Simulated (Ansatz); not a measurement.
# GaCNCl2 (SMILES N#[C][Ga]([Cl])[Cl]): B2PLYP/cc-pVDZ

Aim: the electronic atomisation energy of GaCNCl2 at B2PLYP/cc-pVDZ, from 5 runs. 

The calculation is run with Ansatz 0.2.0.

74 further runs of the same task are left out: 1 that didn't finish, 73 set aside as unsound or not needed. Runs told in other sessions of the task aren't counted.

## Step 1: The structure to begin with

GaCNCl2 has 5 atoms, charge 0, and is taken as a singlet. As SMILES, `N#[C][Ga]([Cl])[Cl]`. The shape is that of a PBE0-D4/def2-TZVP optimisation.

Bond lengths: N1–C2 1.152 Å, C2–Ga3 1.918 Å, Ga3–Cl4 2.106 Å, Ga3–Cl5 2.106 Å. Angles: N1–C2–Ga3 180.0°, C2–Ga3–Cl4 119.8°, C2–Ga3–Cl5 119.8°, Cl4–Ga3–Cl5 120.5°.

## Step 2: A single-point energy at B2PLYP/cc-pVDZ

job.yaml reads:

```yaml
crystal:
  periodic: [false, false, false]
  atoms:
    - {symbol: N, position_ang: [0.909600, -1.318100, 1.914000]}
    - {symbol: C, position_ang: [0.493500, -0.715000, 1.025200]}
    - {symbol: Ga, position_ang: [-0.199400, 0.288700, -0.455700]}
    - {symbol: Cl, position_ang: [-1.735500, -0.526200, -1.643200]}
    - {symbol: Cl, position_ang: [0.581700, 2.197000, -0.881800]}
basis:
  gaussian:
    orbitals: cc-pVDZ
accuracy: high
correlation:
  frozen_orbitals: {C: 1, Cl: 5, Ga: 9, "N": 1}
hamiltonian:
  xc: {name: B2PLYP}
output:
  orbitals: {seedname: orbitals}
```

Command:

```bash
ansatz run job.yaml --threads 1 --pin off --max-ram 3480MiB --events-out events.jsonl --progress --plain --runs-dir runs
```

Standard output:

```text
Warning: RAYON_NUM_THREADS=1 ignored (pool sized by the plan → 1); use --threads N
Functional definition: B2PLYP
  name "B2PLYP"
  parameter a = 0.53
  parameter c = 0.27
  exchange = (1 - a)*b88_x + a*exact_x
  correlation = (1 - c)*lyp_c + c*(mp2_os + mp2_ss)
1994 factors; integrals over basis functions are off by at most 4.4e-9 eV
mean field evaluation 1: about -79921.7869 eV, gradient 3.6e1 eV
mean field evaluation 2: about -79922.1122 eV, gradient 3.6e1 eV
mean field evaluation 4: about -79925.2416 eV, gradient 7.6e0 eV
mean field evaluation 8: about -79925.3838 eV, gradient 4.2e-1 eV
mean field evaluation 16: about -79925.3844 eV, gradient 2.0e-4 eV
mean field -79925.38438298 eV, -2937.2037007033 hartree, gradient 2.1e-8 eV, S^2 0.000000; 0 other end points of the search recorded, 0 dependent functions left out
21 core orbitals not correlated: weight in the atoms' cores, before any rotation towards them, 1.000 or more for the frozen orbitals, at most 0.000 for the correlated occupied ones
reference -79925.38440751 eV, -2937.2037016045 hartree; 18, 18 occupied and 52, 52 virtual orbitals, 1994 factors
second order -20.93586546 eV of doubles, -0.00000000 eV of singles
Total energy: -79931.03709118 eV, -2937.4114338980 hartree
```

Run time: 14 s. Hardware: 1 thread of Intel Xeon Platinum 8375C at 2.90GHz (Ice Lake), shared host; peak memory 0.4 GiB.

## Step 3: The C atom, same level

job.yaml reads:

```yaml
basis:
  gaussian: {orbitals: cc-pVDZ}
crystal:
  periodic: [false, false, false]
  atoms:
    - {symbol: C, position_ang: [0.000000, 0.000000, 0.000000]}
hamiltonian: {xc: {name: B2PLYP}}
correlation: {frozen_orbitals: {C: 1}}
accuracy: high
magnetization: {spin_polarized: true, initial_magnetization: 2}
```

Run the same way, it converges to -37.81596 Eh (log not shown).

## Step 4: The Cl atom at the same level

molecule.yaml reads:

```yaml
crystal:
  periodic: [false, false, false]
  atoms:
    - {symbol: Cl, position_ang: [0.000000, 0.000000, 0.000000]}
basis:
  gaussian:
    orbitals: cc-pVDZ
magnetization:
  spin_polarized: true
  initial_magnetization: 1
hamiltonian:
  xc: {name: B2PLYP}
correlation:
  frozen_orbitals: {Cl: 5}
accuracy: high
```

Command:

```bash
ansatz run molecule.yaml --threads 1 --pin off --max-ram 3480MiB --events-out events.jsonl --progress --plain --runs-dir runs
```

Standard output, cut to the lines that bear on the results:

```text
Warning: RAYON_NUM_THREADS=1 ignored (pool sized by the plan → 1); use --threads N
Functional definition: B2PLYP
  name "B2PLYP"
[...]
141 factors; integrals over basis functions are off by at most 3.0e-9 eV
[...]
mean field -12516.25304775 eV, -459.9638156839 hartree, gradient 2.9e-9 eV, S^2 0.753110; 0 other end points of the search recorded, 0 dependent functions left out
5 core orbitals not correlated: weight in the atoms' cores, before any rotation towards them, 1.000 or more for the frozen orbitals, at most 0.000 for the correlated occupied ones
reference -12516.25306211 eV, -459.9638162114 hartree; 4, 3 occupied and 9, 10 virtual orbitals, 141 factors
second order -3.61312638 eV of doubles, -0.00000000 eV of singles
Total energy: -12517.22860623 eV, -459.9996667966 hartree
```

It took 0.83 s on 1 thread of Intel Xeon Platinum 8375C at 2.90GHz (Ice Lake), shared host.

## Step 5: The Ga atom

job.yaml reads:

```yaml
crystal:
  periodic: [false, false, false]
  atoms:
    - {symbol: Ga, position_ang: [0.000000, 0.000000, 0.000000]}
basis:
  gaussian: {orbitals: cc-pVDZ}
magnetization: {spin_polarized: true, initial_magnetization: 1}
hamiltonian: {xc: {name: B2PLYP}}
correlation: {frozen_orbitals: {Ga: 9}}
accuracy: high
```

Run the same way, it converges to -1924.36936 Eh (log not shown).

## Step 6: The N atom, same level

molecule.yaml reads:

```yaml
crystal:
  periodic: [false, false, false]
  atoms:
    - symbol: "N"
      position_ang: [0.000000, 0.000000, 0.000000]
basis:
  gaussian:
    orbitals: cc-pVDZ
magnetization:
  spin_polarized: true
  initial_magnetization: 3
hamiltonian:
  xc: {name: B2PLYP}
correlation:
  frozen_orbitals: {"N": 1}
accuracy: high
```

Run the same way, it converges to -54.54873 Eh (log not shown).

## Step 7: Results

Level: B2PLYP/cc-pVDZ, 21 core orbitals frozen.

| quantity | value |
| --- | --- |
| molecule: total energy | -2937.41143 Eh |
| molecule: HOMO energy (SCF part's orbitals) | -10.95 eV |
| molecule: LUMO energy (SCF part's orbitals) | -1.37 eV |
| molecule: HOMO–LUMO gap (SCF part's orbitals) | 9.58 eV |
| C atom: total energy | -37.81596 Eh |
| C atom: ⟨S²⟩ | 2.004 |
| Cl atom: total energy | -459.99967 Eh |
| Cl atom: ⟨S²⟩ | 0.753 |
| Ga atom: total energy | -1924.36936 Eh |
| Ga atom: ⟨S²⟩ | 0.754 |
| N atom: total energy | -54.54873 Eh |
| N atom: ⟨S²⟩ | 3.753 |
| electronic atomisation energy | 18.451 eV |

What this shows: Taking the molecule apart into free atoms costs 18.45 eV (1780 kJ/mol), before zero-point energy and without spin-orbit coupling.
